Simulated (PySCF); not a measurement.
# H2LaO (La(H2O)2+): the cost of one run

Method: several levels, as the steps say, no spin–orbit coupling; program: PySCF 2.14.0.

1 further run of the same task is left out (for a known fault of the program).

## (1) The system as given

4 atoms, charge 2, spin multiplicity 1.

Bond lengths: La1–O2 2.537 Å, O2–H3 0.976 Å, O2–H4 0.976 Å. Angles: La1–O2–H3 128.4°, La1–O2–H4 128.4°, H3–O2–H4 103.2°.

As a file:

```xyz
4

La    0.00000    0.00000   -0.19075
O     0.00000    0.00000    2.34661
H     0.76461    0.00000    2.95252
H    -0.76461    0.00000    2.95252
```

Formal oxidation states: La +2. Each metal's 1 4f electrons lie in its core potential, so multiplicities, spins and levels count the valence alone. For divalent La, Ce, Gd or Lu the extra electron is normally 5d or 6s, so this core forces an excited configuration. An earlier session relaxed this geometry at PBE0, La lcecp-0-SVP with ECP47, O def2-SVP, H def2-SVP (singlet, point group C2v).

At PBE0 on the finer grid: E = -101.827391 Eh, frontier levels not given, since the 4f levels lie in the core, Mulliken charge on La1 +1.80 e, largest force component 0.001 eV/Å. 

Levels to run: TPSSh; BP86; PBE0, TZVP. Hardware: 2 threads of Intel Xeon Platinum 8259CL at 2.50GHz (Skylake/Cascade Lake), shared host.

## (2) TPSSh

The input, run.py (the lines that set the calculation):

```python
mol = gto.M(atom='''
La     0.00000     0.00000    -0.19075
O      0.00000     0.00000     2.34661
H      0.76461     0.00000     2.95252
H     -0.76461     0.00000     2.95252''',
    basis={'La': 'lcecp-0-SVP', 'O': 'def2-SVP', 'H': 'def2-SVP'},
    ecp={'La': 'lcecp-0-SVP'},
    charge=2, spin=0)
mf = dft.RKS(mol, xc='TPSSH')
mf.grids.atom_grid = (75, 302)  # f atoms: unpruned, at least (60, 302)
mf = mf.density_fit()  # fitting sets: La AutoAux, O def2-universal-JKFIT, H def2-universal-JKFIT
mf.conv_tol = 1e-08; mf.max_cycle = 55
mf.kernel(dm0)  # dm0: the density of the relaxed state
```

Started as:

```console
OMP_NUM_THREADS=2 python run.py
```

**Question.** How long does this run take on 2 threads of Intel Xeon Platinum 8259CL at 2.50GHz (Skylake/Cascade Lake), shared host?

About 2.8 s.
